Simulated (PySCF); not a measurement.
# Cl3H3HfSSi ((Cl)3Hf-S-SiH3): the cost of one run

Programs: PySCF 2.14.0, with routines of our own; each step states its level. All values are computed. Atoms count from 0.

## 1. The starting structure

9 atoms, charge 0, multiplicity 1; geometry from: GFN2-xTB.

## 2. Optimising the geometry at PBE0-D3(BJ)/def2-SVP

The job: settings as JSON, then the geometry in Å.

```
{"job": {"xc": "PBE0", "basis": "def2-SVP", "d3": "d3bj", "grid": 1, "maxiter": 30, "shake": 0.03, "kind": "geom"}, "charge": 0, "multiplicity": 1}
Hf    -1.451850     0.233750     0.052760
Cl    -1.268790    -1.917670     0.494020
Cl    -1.217550     1.324360     2.013260
Cl    -3.676230     0.546510    -0.197750
S      0.210500     0.958860    -1.559730
Si     1.625240    -0.144640    -0.380300
H      1.376930    -0.062960     1.071620
H      2.934900     0.515470    -0.726690
H      1.599590    -1.523120    -0.792850
```

Run with:

```console
$ OMP_NUM_THREADS=1 python heavy_run.py task.json out
```

This one command runs all jobs of the session in turn.

**Question.** How long does this first job take on 1 thread of Arm Neoverse V1, shared host, and how much memory does it need?

About 6.6 min, with a peak of 0.54 GiB.
